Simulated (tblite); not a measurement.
# C6H10F2S: the cost of one run

The runs use tblite 0.8.0 and PySCF 2.14.0, with density-fitted response routines of our own; the level of theory stands in each step. All values are computed, except where a source is named. Atoms are numbered from 0 throughout.

### Step 1. The starting structure

19 atoms, charge 0, multiplicity 1; geometry from: force field or distance geometry start.

Bonds of the start (Å): C0–S1 1.81, S1–C2 1.74, C2–C3 1.36, C3–F4 1.33, C2–C5 1.53, C5–C6 1.53, C5–C7 1.53, C7–F8 1.36, C0–H9 1.10, C0–H10 1.10, C0–H11 1.08, C3–H12 1.08, C5–H13 1.11, C6–H14 1.09, C6–H15 1.11, C6–H16 1.09, C7–H17 1.08, C7–H18 1.10.

### Step 2. Geometry optimisation with GFN2-xTB

The job: settings as JSON, then the geometry in Å.

```
{"job": {"kind": "relax", "xc": "GFN2-xTB", "basis": "xTB"}, "charge": 0, "multiplicity": 1}
C      2.341500    -0.656200    -1.610000
S      2.083500     0.534500    -0.271300
C      0.345900     0.610100    -0.219400
C     -0.334000     1.144700    -1.267600
F      0.271500     1.593300    -2.364600
C     -0.344500     0.131800     1.055200
C     -0.709300    -1.346100     0.940100
C     -1.556500     0.962900     1.481300
F     -2.586600     0.749100     0.612400
H      1.781100    -1.580400    -1.407900
H      2.002400    -0.236300    -2.565700
H      3.393600    -0.894200    -1.684500
H     -1.409300     1.255400    -1.334700
H      0.382300     0.233600     1.881300
H     -1.433900    -1.514200     0.138900
H     -1.160100    -1.707400     1.889100
H      0.174700    -1.961700     0.746700
H     -1.342700     2.024700     1.494900
H     -1.909400     0.665700     2.478600
```

Run with:

```bash
> OMP_NUM_THREADS=1 python probes_run.py task.json out
```

The driver reads the jobs from task.json and runs them one after another.

**Question.** How long does this first job take on 1 thread of Arm Neoverse V1, shared host, and how much memory does it need?

About 1.4 s, with a peak of 0.18 GiB.
